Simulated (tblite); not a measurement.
# C3H10GeOSi: the cost of one run

Computed with tblite 0.8.0 and PySCF 2.14.0, with density-fitted response routines of our own, on a single molecule in the gas phase. Atoms are numbered from 0 throughout.

## 1. The starting structure

16 atoms, charge 0, multiplicity 1; geometry from: force field or distance geometry start.

Bonds of the start (Å): O0–C1 1.40, C1–C2 1.48, C2–C3 1.33, C3–Ge4 1.93, Ge4–Si5 2.31, O0–H6 0.96, C1–H7 1.14, C1–H8 1.10, C2–H9 1.10, C3–H10 1.09, Ge4–H11 1.56, Ge4–H12 1.57, Si5–H13 1.46, Si5–H14 1.48, Si5–H15 1.45.

## 2. Optimising the geometry with GFN2-xTB

What the job is given:

```
{"job": {"kind": "relax", "xc": "GFN2-xTB", "basis": "xTB"}, "charge": 0, "multiplicity": 1}
O      2.972000    -0.153400    -0.441900
C      2.234900     0.884600     0.140200
C      0.844000     0.492800     0.478200
C      0.455700    -0.734500     0.162300
Ge    -1.361600    -1.229000     0.602200
Si    -2.802900     0.398400    -0.178100
H      3.611000    -0.582000     0.135500
H      2.783000     1.141300     1.110800
H      2.294300     1.763400    -0.525800
H      0.149500     1.210700     0.947700
H      1.125700    -1.463400    -0.297900
H     -1.630500    -2.575700    -0.135700
H     -1.461000    -1.437400     2.150900
H     -3.610400     0.844300     0.958900
H     -1.973900     1.556300    -0.596500
H     -3.637600    -0.107400    -1.254500
```

Started as:

```bash
$ OMP_NUM_THREADS=1 python probes_run.py task.json out
```

The driver reads the jobs from task.json and runs them one after another.

Q: Estimate the wall time and peak memory of this first job on 1 thread of Arm Neoverse N1, shared host.

About 1.7 s, with a peak of 0.18 GiB.
